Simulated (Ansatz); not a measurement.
# Mn3Sn (P6_3/mmc): equation of state

An exercise on one series of results from a longer session: the logs are not shown, and one member is left open.

Computed with Ansatz 0.2.0 (DFT PBE, scalar-relativistic, plane waves, PAW, unless a step's input says otherwise).

Spin polarisation is switched off on purpose; where the compound carries moments, volume, stiffness and gap are then not the real material's.

## The starting structure

It takes space group P6_3/mmc (No. 194, hexagonal). The conventional cell has a = 5.467 Å, b = 5.467 Å, c = 4.152 Å, α = 90.00°, β = 90.00°, γ = 120.00°. Mn (site symmetry mm2) is surrounded by 6 Mn at 2.40 to 2.50 Å and 4 Sn at 2.73 to 2.74 Å. Around Sn (site symmetry -6m2) lie 12 Mn at 2.73 to 2.74 Å.

Structure file:

```cif
data_structure
_symmetry_space_group_name_H-M 'P6_3/mmc'
_symmetry_Int_Tables_number 194
_cell_length_a 5.4668
_cell_length_b 5.4668
_cell_length_c 4.1523
_cell_angle_alpha 90.000
_cell_angle_beta 90.000
_cell_angle_gamma 120.000
_cell_volume 107.47
loop_
_atom_site_label
_atom_site_type_symbol
_atom_site_symmetry_multiplicity
_atom_site_Wyckoff_symbol
_atom_site_fract_x
_atom_site_fract_y
_atom_site_fract_z
_atom_site_occupancy
Mn1 Mn 6 h 0.85367 0.70733 0.25000 1
Sn1 Sn 2 c 0.33333 0.66667 0.25000 1
```

An earlier run at PBE left this cell at 13.433 Å³/atom and 0.00 GPa (8×8×8 mesh).

Volume factors to run: 0.980, 1.020, 0.960, 1.040.

Set-up of the first run:

Contents of input.yaml:

```yaml
crystal:
  lattice:
    - [5.4300782938, 0.0, 0.0]
    - [-2.7150391469, 4.702585747, 0.0]
    - [0.0, 0.0, 4.1243938254]
  atoms:
    - { symbol: Mn, position: [0.8536650868, 0.7073301736, 0.25] }
    - { symbol: Mn, position: [0.1463349132, 0.8536650868, 0.75] }
    - { symbol: Mn, position: [0.2926698264, 0.1463349132, 0.25] }
    - { symbol: Mn, position: [0.1463349132, 0.2926698264, 0.75] }
    - { symbol: Mn, position: [0.8536650868, 0.1463349132, 0.25] }
    - { symbol: Mn, position: [0.7073301736, 0.8536650868, 0.75] }
    - { symbol: Sn, position: [0.3333333333, 0.6666666667, 0.25] }
    - { symbol: Sn, position: [0.6666666667, 0.3333333333, 0.75] }
basis:
  ecutwfc: 420
  ecutrho_ratio: 4
kpoints:
  mp_grid: { grid: [8, 8, 8] }
hamiltonian:
  xc: pbe
scf:
  occupations: { method: gaussian, width: 0.05 }
output:
  forces: true
  stress: true
  eigenvalues: true
relax:
  f_tol: 0.01
  max_steps: 40
  cell: { stress_tol: 0.1, fix: [volume] }
```

Launch:

```bash
$ ansatz run input.yaml --threads 2 --pin off --max-ram 5120MiB --backend cpu --events-out ev --progress --plain --runs-dir out
```

Steps of the session up to this table: Volume × 0.980; At 1.020 of the relaxed volume; Scaling the volume by 0.960; At 1.040 of the relaxed volume.

One of the session's tables, all rows but one given; the rest of the session is left out.

It belongs to the step «The fit». 

| volume (Å³/atom) | energy (meV/atom) | pressure (GPa) |
| --- | --- | --- |
| 12.896 | 11.33 | 7.15 |
| 13.165 | ? | ? |
| 13.433 | 0.00 | 0.00 |
| 13.702 | 2.50 | -2.85 |
| 13.971 | 9.56 | -5.39 |

Estimate the missing values for volume (Å³/atom) = 13.165.

Worked estimate for «energy (meV/atom)». A straight line through the neighbours (12.896, 11.33) and (13.433, 0.00) gives 11.33 + (0.00 − 11.33) × (13.165 − 12.896) / (13.433 − 12.896) = 5.65; a parabola fitted to 3 rows on both sides gives 2.94.

The run gave: energy (meV/atom): 2.70; pressure (GPa): 3.37. In «energy (meV/atom)» the line misses by +2.95 and the parabola by +0.24.
